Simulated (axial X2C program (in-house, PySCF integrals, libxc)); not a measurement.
# A two-component session on SnY: properties at the nuclei

Wanted for SnY: properties at the nuclei, at the two-component level.

Program: an in-house X2C program for linear molecules on PySCF integrals. Level of theory: two-component X2C with atomic mean-field terms, Sn dyall-cv3z, Y dyall-cv3z. These are calculated values, not measurements.

## 1. Input

task.json reads:

```json
{
 "zs": [
  50,
  39
 ],
 "q": 0,
 "bas": [
  "dyall-cv3z",
  "dyall-cv3z"
 ],
 "r0": 3.03,
 "levels": [
  "PBE0",
  "HF",
  "TPSSh",
  "LDA",
  "r2SCAN"
 ],
 "nst": 3
}
```

Keys: zs atomic numbers; q charge; bas basis sets; r0 starting distance in Å; levels methods (HF also brings MP2); nst determinants followed.

Run with:

```console
python soeom.py task.json out
```

Nuclei are Gaussian, cores are contracted, and the Gaunt term is on.

## 2. Expectation values, lowest determinant

R = 2.917 Å. State: Ω = 3/2 (excess of +ω over −ω: ω = 3/2).

Output of the PBE0 run:

```text
two-component X2C + atomic mean field  PBE0
basis functions 290  fitting functions 1386  grid points 5803
iter        total energy     max residual
   1      -9557.058979574     3.38e-06
   2      -9557.058979577     3.45e-06
   3      -9557.058979578     1.58e-06
converged
one-electron -13864.94548940  Coulomb 4235.47089398  exact exchange -68.05419197  xc functional -208.30295112  nuclear repulsion 353.75233503  atomic mean-field constant -4.97957610
```

The highest occupied spinor is 47% Y d, 37% Y s, 8% Sn p.

```tsv
level	Eeff magnitude (GV/cm)	Ws magnitude Sn (kHz)	A∥/gI Sn (MHz)	qzz Sn (a.u.)	A∥/gI Y (MHz)	qzz Y (a.u.)	μ (D)
PBE0	2.37	0.985	-369	-2.78	82.2	-1.23	2.92
HF	10.7	2.89	-526	-1.30	53	-2.08	1.28
TPSSh	1.79	0.793	-325	-3.18	154	-1.25	3.08
LDA	0.0972	0.369	-205	-3.47	206	-1.31	3.10
r2SCAN	2.19	0.778	-428	-3.12	232	-1.27	3.06
```

Eeff is the effective electric field on the electron dipole moment in this Ω state and Ws the scalar–pseudoscalar constant (defined with the proton number Z and per Ω); A∥ is the parallel hyperfine constant, which follows by multiplying with the nuclear g factor gI = μI/(I μN); qzz is the electric field gradient, eQq0 = 234.96 MHz × Q/barn × qzz; μ is positive if Y is the positive end. The operators were transformed with the bare-nucleus X2C matrices.

## 3. Expectation values, a higher determinant

R = 2.917 Å. State: Ω = 1/2 (excess of +ω over −ω: 2 × ω = -1/2, ω = 3/2), 0.17 eV above the lowest in the PBE0 search for states (made at or near this distance, with looser thresholds).

Output of the PBE0 run:

```text
two-component X2C + atomic mean field  PBE0
basis functions 290  fitting functions 1386  grid points 5803
iter        total energy     max residual
   1      -9557.052615056     9.39e-06
   2      -9557.052615082     8.05e-06
   3      -9557.052615092     6.08e-06
   4      -9557.052615114     6.53e-06
   5      -9557.052615119     3.32e-06
   6      -9557.052615121     1.23e-06
converged
one-electron -13865.79064150  Coulomb 4236.33353345  exact exchange -68.05471098  xc functional -208.31355502  nuclear repulsion 353.75233503  atomic mean-field constant -4.97957610
```

The highest occupied spinor is 57% Y d, 22% Sn p, 13% Y s.

```tsv
level	Eeff magnitude (GV/cm)	Ws magnitude Sn (kHz)	A∥/gI Sn (MHz)	qzz Sn (a.u.)	A∥/gI Y (MHz)	qzz Y (a.u.)	μ (D)
PBE0	2.73	1.56	-1280	-3.41	-981	-1.19	4.33
HF	2.93	0.65	-1370	-2.73	-614	-1.14	5.14
TPSSh	3.29	2.01	-1200	-3.60	-1110	-1.25	4.24
LDA	2.36	1.48	-1220	-3.77	-1010	-1.37	3.70
r2SCAN	3.61	2.19	-1460	-3.74	-1210	-1.24	4.16
```

## 4. Expectation values, a higher determinant

R = 2.917 Å. State: Ω = 1/2 (excess of +ω over −ω: ω = 1/2), 0.46 eV above the lowest in the PBE0 search for states (made at or near this distance, with looser thresholds).

Output of the PBE0 run:

```text
two-component X2C + atomic mean field  PBE0
basis functions 290  fitting functions 1386  grid points 5803
iter        total energy     max residual
   1      -9557.041994523     6.21e-06
   2      -9557.041994530     6.52e-06
   3      -9557.041994532     4.81e-06
   4      -9557.041994535     3.84e-06
   5      -9557.041994538     1.05e-06
   6      -9557.041994538     5.45e-07
converged
one-electron -13865.42681914  Coulomb 4235.95005325  exact exchange -68.04556204  xc functional -208.29242554  nuclear repulsion 353.75233503  atomic mean-field constant -4.97957610
```

The highest occupied spinor is 45% Y d, 34% Sn p, 10% Y s.

```tsv
level	Eeff magnitude (GV/cm)	Ws magnitude Sn (kHz)	A∥/gI Sn (MHz)	qzz Sn (a.u.)	A∥/gI Y (MHz)	qzz Y (a.u.)	μ (D)
PBE0	0.282	0.7	2.51	-3.22	559	-1.21	3.73
HF	4.55	2.52	15.9	-2.49	258	-2.04	1.93
TPSSh	0.614	0.399	23.3	-3.53	712	-1.24	3.88
LDA	1.17	0.0927	205	-3.52	774	-1.37	3.42
r2SCAN	0.504	0.174	-58.8	-3.50	857	-1.24	3.81
```

## 5. Outcome

```
                                        quantity                                                  value
                              lowest determinant                Ω = 3/2 (excess of +ω over −ω: ω = 3/2)
                    Eeff magnitude (GV/cm), PBE0                                                   2.37
                     Ws magnitude Sn (kHz), PBE0                                                  0.985
                            A∥/gI Sn (MHz), PBE0                                                   -369
                             qzz Sn (a.u.), PBE0                                                  -2.78
                              higher determinant  Ω = 1/2 (excess of +ω over −ω: 2 × ω = -1/2, ω = 3/2)
Eeff magnitude (GV/cm), PBE0, higher determinant                                                   2.73
 Ws magnitude Sn (kHz), PBE0, higher determinant                                                   1.56
        A∥/gI Sn (MHz), PBE0, higher determinant                                                  -1280
         qzz Sn (a.u.), PBE0, higher determinant                                                  -3.41
                              higher determinant                Ω = 1/2 (excess of +ω over −ω: ω = 1/2)
Eeff magnitude (GV/cm), PBE0, higher determinant                                                  0.282
 Ws magnitude Sn (kHz), PBE0, higher determinant                                                    0.7
        A∥/gI Sn (MHz), PBE0, higher determinant                                                   2.51
         qzz Sn (a.u.), PBE0, higher determinant                                                  -3.22
```

What this shows: In the first state, the effective field runs from 0.0972 to 10.7 GV/cm over the mean-field levels, so the levels don't agree on it. The expectation values come from single determinants, which for open shells can mix terms of unlike spin or miss the lowest Ω, so a determinant need not be a state. Eeff is the effective electric field on the electron dipole moment in this Ω state and Ws the scalar–pseudoscalar constant (defined with the proton number Z and per Ω); A∥ is the parallel hyperfine constant, which follows by multiplying with the nuclear g factor gI = μI/(I μN); qzz is the electric field gradient, eQq0 = 234.96 MHz × Q/barn × qzz; μ is positive if Y is the positive end. The operators were transformed with the bare-nucleus X2C matrices.
